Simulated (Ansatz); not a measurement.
# SnO2: the cost of one run

Program: the Python package of Ansatz 0.2.0. Level of theory: DFT r2SCAN, plane waves, PAW. These are calculated values, not measurements.

### Step 1. Starting point

Symmetry: Pbcn, No. 60, orthorhombic system. Conventional cell: a = 4.735 Å, b = 5.751 Å, c = 5.247 Å, α = 90.00°, β = 90.00°, γ = 90.00°. Around Sn (site symmetry 2) lie 6 O at 2.04 to 2.11 Å. O (site symmetry 1) is surrounded by 3 Sn at 2.04 to 2.11 Å.

The script reads sno2.cif:

```cif
data_SnO2
_cell_length_a 4.735146
_cell_length_b 5.750912
_cell_length_c 5.247114
_cell_angle_alpha 90.00000
_cell_angle_beta 90.00000
_cell_angle_gamma 90.00000
_symmetry_space_group_name_H-M 'P 1'
_symmetry_Int_Tables_number 1
loop_
_symmetry_equiv_pos_as_xyz
'x, y, z'
loop_
_atom_site_label
_atom_site_type_symbol
_atom_site_fract_x
_atom_site_fract_y
_atom_site_fract_z
Sn1 Sn    0.500000    0.665448    0.750000
Sn2 Sn    0.000000    0.834552    0.250000
Sn3 Sn    0.500000    0.334552    0.250000
Sn4 Sn    0.000000    0.165448    0.750000
O5 O    0.730305    0.607123    0.078604
O6 O    0.230305    0.892877    0.921396
O7 O    0.769695    0.892877    0.578604
O8 O    0.269695    0.607123    0.421396
O9 O    0.730305    0.392877    0.578604
O10 O    0.230305    0.107123    0.421396
O11 O    0.769695    0.107123    0.078604
O12 O    0.269695    0.392877    0.921396
```

### Step 2. Script

Contents of run_vcrelax.py:

```python
"""Variable-cell relaxation of SnO2."""

import json

import ansatz as az
from ase import Atoms
from ase.data import atomic_numbers
from ase.io import read
from ase.neighborlist import neighbor_list
import numpy as np
import spglib

config = {
    "functional": "r2SCAN",
    "kgrid": (4, 4, 4),
}

def edges_and_angles(cell):
    cell = np.asarray(cell)
    a, b, c = np.linalg.norm(cell, axis=1)
    cosines = cell[1] @ cell[2] / (b * c), cell[0] @ cell[2] / (a * c), cell[0] @ cell[1] / (a * b)
    return (a, b, c, *np.degrees(np.arccos(cosines)))

atoms = read("sno2.cif")
structure = az.Crystal.from_ase(atoms)

# part of the cell is held
base = (
    structure.calculation()
    .functional(config["functional"])
    .basis(24 * az.Ha)
    .kpoints(*config["kgrid"], center="gamma")
    .pseudopotentials("paw")
    .occupations(az.OccupationsMethod.FIXED)
    .relax(max_steps=100, fix_cell=["c", "angles"])
)
result = base.run(threads=1, events_out="events.ndjson")
with open("events.ndjson") as stream:
    events = [json.loads(line) for line in stream]
steps = [e["data"] for e in events if e["event"] == "relax_step"]
data = result.report
for s in steps:
    flag = "" if s["accepted"] else "  (rejected)"
    print("step %2d  E = %.5f eV  largest force component = %.4f eV/A%s" % (s["step"], s["lagrangian_ev"], s["allowed_force_max_ev_ang"], flag))

first, last = steps[0], steps[-1]
symbols = [site.symbol for site in result.lattice.sites]
print(f"energy gained {first['lagrangian_ev'] - last['lagrangian_ev']:.4f} eV in {len(steps) - 1} steps")
for label, vectors in (("before", first["cell_ang"]), ("after", result.lattice.cell_ang)):
    print(label, "a b c (A) {:.4f} {:.4f} {:.4f}  angles {:.2f} {:.2f} {:.2f}".format(*edges_and_angles(vectors)), f" V = {abs(np.linalg.det(vectors)):.3f} A^3")
print("final stress xx yy zz (GPa, compression positive):", np.round(np.diag(data["stress_gpa"]), 3) + 0.0)

final = Atoms(symbols, positions=last["positions_ang"], cell=result.lattice.cell_ang, pbc=True)
i, j, d = neighbor_list("ijd", final, 4.5)
print("neighbours within 1.15 times the shortest distance of each atom (A)")
for atom in range(len(final)):
    near = [m for m in np.argsort(d) if i[m] == atom]
    shell = [m for m in near if d[m] < 1.15 * d[near[0]]]
    print(f"{symbols[atom]}{atom} ({len(shell)}):", ", ".join(f"{symbols[j[m]]} {d[m]:.3f}" for m in shell))

fractions = [site.position_frac for site in result.lattice.sites]
numbers = [atomic_numbers[s] for s in symbols]
for tolerance in (1e-3, 1e-2, 1e-1):
    print(f"space group at {tolerance} A:", spglib.get_spacegroup((result.lattice.cell_ang, fractions, numbers), symprec=tolerance))

n_atoms = len(data["lattice"]["sites"])
print("F =", round(data["free_energy_ev"], 4), "eV for", n_atoms, "atoms")
print("E(sigma -> 0) =", round(data["energy_sigma0_ev"], 4), "eV, TS =", round(data["entropy_ts_ev"], 5), "eV")
print("closed by", data["closed_by"], "after", data["n_iterations"], "iterations")
```

### Step 3. The run

Command:

```console
> python run_vcrelax.py
```

**Question.** How long does this script take on 1 thread of Arm Neoverse V1, shared host, and how much memory does it need?

About 2.7 min, with a peak of 1.1 GiB.
